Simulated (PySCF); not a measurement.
**CH4FIn (SMILES [CH3][InH][F]) at CISD/CRENBL (core potential)**

Aim: the vertical singlet–triplet gap of CH4FIn at CISD/CRENBL (core potential), from 2 runs. Input form: a Python script.

The results are computed with PySCF 2.14.0.

3 further runs of the same task are left out: 1 that didn't finish, 2 set aside as unsound or not needed.

### 1 Starting point

The species is CH4FIn (7 atoms), meant as a singlet with charge 0. SMILES: `[CH3][InH][F]`. Geometry: a GFN2-xTB relaxation, a rough one for these elements and not checked as a minimum.

Bond lengths: C1–In2 2.214 Å, In2–F3 1.965 Å, C1–H4 1.085 Å, C1–H5 1.087 Å, C1–H6 1.086 Å, In2–H7 1.719 Å. Angles: C1–In2–F3 108.7°, C1–In2–H7 144.7°, F3–In2–H7 106.6°, In2–C1–H4 111.4°, In2–C1–H5 103.2°, In2–C1–H6 109.0°, H4–C1–H5 111.5°, H4–C1–H6 110.8°, H5–C1–H6 110.7°.

### 2 The energy at CISD/CRENBL (core potential)

Input file run.py:

```python
from pyscf import gto, scf, ci

mol = gto.M(
    atom='''
C     -1.820260     0.861488    -0.554805
In     2.030284    -0.617185     0.149383
F      1.932869    -2.808473     3.145544
H     -2.288798     0.810693    -2.549411
H     -3.015493    -0.408370     0.531296
H     -1.944642     2.775422     0.174648
H      5.106040    -0.613575    -0.896637
''',
    ecp={'C': 'crenbl', 'In': 'crenbl', 'F': 'crenbl'},
    max_memory=1860,
    symmetry=True,
    basis='crenbl',
    verbose=3,
    unit='bohr',
)

calc0 = scf.RHF(mol)
calc0.kernel()

cisd = ci.CISD(calc0)
cisd.kernel()
e_final = cisd.e_tot
print(f'total energy: {e_final:.8f} hartree')
```

The run is started by

```console
$ OMP_NUM_THREADS=1 python run.py
```

The program printed:

```text
converged SCF energy = -88.3702287382831
E(RCISD) = -88.79373750857664  E_corr = -0.4235087702935445
total energy: -88.79373751 hartree
```

It took 13 s on 1 thread of Arm Neoverse V2, shared host; peak memory 0.44 GiB.

### 3 The triplet

Input file calc.py:

```python
from pyscf import gto, ci

mol = gto.Mole()
mol.atom = '''
C     -1.820260     0.861488    -0.554805
In     2.030284    -0.617185     0.149383
F      1.932869    -2.808473     3.145544
H     -2.288798     0.810693    -2.549411
H     -3.015493    -0.408370     0.531296
H     -1.944642     2.775422     0.174648
H      5.106040    -0.613575    -0.896637
'''
mol.basis = 'crenbl'
mol.ecp = {'C': 'crenbl', 'In': 'crenbl', 'F': 'crenbl'}
mol.symmetry = True
mol.verbose = 3
mol.unit = 'bohr'
mol.spin = 2
mol.max_memory = 1860
mol.build()

mf = mol.UHF()
mf.kernel()
if not mf.converged:
    mf = mf.newton().run(mf.mo_coeff, mf.mo_occ)

cisd = ci.CISD(mf)
cisd.kernel()
etot = cisd.e_tot
print(f'total energy: {etot:.8f} hartree')
```

The run is started by

```console
$ OMP_NUM_THREADS=1 python calc.py
```

The program printed:

```text
WARN: HOMO -0.238389481398544 >= LUMO -0.532357109856216

WARN: HOMO -0.12849323069554 >= LUMO -0.139025216926242

SCF not converged.
SCF energy = -88.1906262012626 after 50 cycles  <S^2> = 2.0209365  2S+1 = 3.0139253
converged SCF energy = -88.1921235586806  <S^2> = 2.0715267  2S+1 = 3.0473114
E(UCISD) = -88.60486543338314  E_corr = -0.4127418747024971
total energy: -88.60486543 hartree
```

Wall time 52 s (1 thread of Arm Neoverse V2, shared host); peak memory 1.7 GiB.

### 4 Results

At CISD/CRENBL (core potential):

| quantity | value |
| --- | --- |
| singlet: total energy | -88.79374 Eh |
| singlet: dipole moment (Hartree–Fock density) | 4.04 D |
| singlet: HOMO energy (Hartree–Fock orbitals) | -10.83 eV |
| singlet: LUMO energy (Hartree–Fock orbitals) | 0.97 eV |
| singlet: HOMO–LUMO gap (Hartree–Fock orbitals) | 11.80 eV |
| singlet: correlation energy | -423.5 mEh |
| triplet: total energy | -88.60487 Eh |
| triplet: dipole moment (Hartree–Fock density) | 6.82 D |
| triplet: HOMO energy (Hartree–Fock orbitals) (highest over α and β) | -5.34 eV |
| triplet: LUMO energy (Hartree–Fock orbitals) (lowest over α and β) | -2.28 eV |
| triplet: correlation energy | -412.7 mEh |
| triplet: ⟨S²⟩ of the reference determinant | 2.072 |
| vertical energy of the triplet above the singlet | 5.139 eV |

**Reading.** At this shape the triplet lies 5.14 eV (496 kJ/mol) above the singlet. Mulliken charges (singlet) of the mean-field density run from -0.79 on C1 to +1.07 on In2; they depend strongly on the basis. Mulliken charges (triplet) of the mean-field density run from -0.67 on F3 to +0.53 on In2.
